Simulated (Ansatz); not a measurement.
# C₂H₂Br₂Cl₂: vertical ionisation energy

One table from this session's results is given with a row withheld; the runs are named, their logs left out.

The runs use Ansatz 0.2.0, Gaussian basis; unrestricted cation, the program's frozen cores in correlated methods.

Levels to be run: UKS PBE-D4/def2-TZVPP; UKS r2SCAN-D4/def2-TZVPP; UKS PBE0-D4/def2-TZVPP; UKS B3LYP-D4/def2-TZVPP; UKS wB97X-V/def2-TZVPP; UKS wB97M-V/def2-TZVPP; UKS B2PLYP/def2-TZVPP; UHF-CCSD(T)/def2-TZVPP; UHF-MP2/def2-QZVPP; extrapolation to the limit; then −ε(HOMO) from the neutral's earlier runs with LDA (SPW92), PBE-D4, revPBE-D4, BLYP-D4, r2SCAN-D4, B97M-V, PBE0-D4, B3LYP-D4, r2SCANh-D4, r2SCAN0-D4, HSE06-D4, BHLYP-D4, CAM-B3LYP-D4, LC-ωPBE, ωB97X-V, ωB97M-V.

**Structure used throughout**

An earlier PBE0-D4 in a triple-zeta def2 set relaxation fixed the geometry.

SMILES `Cl[C@H](Br)[C@H](Cl)Br`, 8 atoms, charge 0, spin multiplicity 1.

Atoms are counted from 1 here; the program's logs count them from 0.

Bond lengths: Cl1–C2 1.763 Å, C2–Br3 1.937 Å, C2–C4 1.522 Å, C2–H7 1.087 Å, C4–Cl5 1.763 Å, C4–Br6 1.937 Å, C4–H8 1.087 Å. Angles: Cl1–C2–Br3 109.5°, Cl1–C2–C4 110.6°, Cl1–C2–H7 108.3°, Br3–C2–C4 110.4°, Br3–C2–H7 106.9°, C4–C2–H7 111.0°, C2–C4–Cl5 110.6°, C2–C4–Br6 110.4°, C2–C4–H8 111.0°, Cl5–C4–Br6 109.5°, Cl5–C4–H8 108.3°, Br6–C4–H8 106.9°.

Set-up of the first run:

Contents of in.yaml:

```yaml
crystal:
  periodic: [false, false, false]
  atoms:
    - {symbol: Cl, position_ang: [-1.906000, -0.842590, -0.629099]}
    - {symbol: C, position_ang: [-0.405507, 0.082267, -0.639509]}
    - {symbol: Br, position_ang: [0.696488, -0.490532, -2.126403]}
    - {symbol: C, position_ang: [0.341249, -0.094014, 0.674458]}
    - {symbol: Cl, position_ang: [-0.679013, 0.370124, 2.034823]}
    - {symbol: Br, position_ang: [1.956650, 0.975443, 0.683646]}
    - {symbol: H, position_ang: [-0.650298, 1.127201, -0.812289]}
    - {symbol: H, position_ang: [0.646451, -1.127908, 0.814384]}
basis:
  gaussian: {orbitals: def2-TZVPP}
total_charge: 1
magnetization: {spin_polarized: true, initial_magnetization: 1}
hamiltonian: {xc: pbe, dispersion: d4}
```

Started as:

```console
> ansatz run in.yaml --threads 2 --pin off --events-out ev --progress --plain --max-ram 22528MiB --backend cpu
```

Among the steps run: Cation, UKS PBE-D4/def2-TZVPP; Cation, UKS r2SCAN-D4/def2-TZVPP; Cation, UKS PBE0-D4/def2-TZVPP; Cation, UKS B3LYP-D4/def2-TZVPP; Cation, UKS wB97X-V/def2-TZVPP; Cation, UKS wB97M-V/def2-TZVPP; Cation, UKS B2PLYP (frozen core)/def2-TZVPP; Cation, UHF-CCSD(T)/def2-TZVPP; Cation, UHF-MP2/def2-QZVPP.

One table of the session follows, with a row left open; its other results are not shown here.

It belongs to the step «Ionisation energies side by side». For comparison, −ε(HOMO) of the neutral from earlier runs:

| functional | −ε(HOMO) (eV) |
| --- | --- |
| LDA (SPW92) | 6.92 |
| PBE-D4 | 6.75 |
| revPBE-D4 | 6.69 |
| BLYP-D4 | 6.57 |
| r2SCAN-D4 | ? |
| B97M-V | 7.19 |
| PBE0-D4 | 8.06 |
| B3LYP-D4 | 7.78 |
| r2SCANh-D4 | 7.56 |
| r2SCAN0-D4 | 8.28 |
| HSE06-D4 | 7.66 |
| BHLYP-D4 | 9.19 |
| CAM-B3LYP-D4 | 9.37 |
| LC-ωPBE | 10.78 |
| ωB97X-V | 10.40 |
| ωB97M-V | 10.25 |

Q: Estimate the row for r2SCAN-D4 from the others.

Worked estimate for «−ε(HOMO) (eV)». Against the share of exact exchange, r2SCANh-D4 (0.1, 7.56), r2SCAN0-D4 (0.25, 8.28) give a slope of 4.80 per unit share; at 0 the line stands at 7.08.

The run gave: −ε(HOMO) (eV): 7.09. In «−ε(HOMO) (eV)» the line misses by -0.01.

To keep in mind: The cation may have settled in a state other than its lowest; no search over hole states beyond the program's own was made.
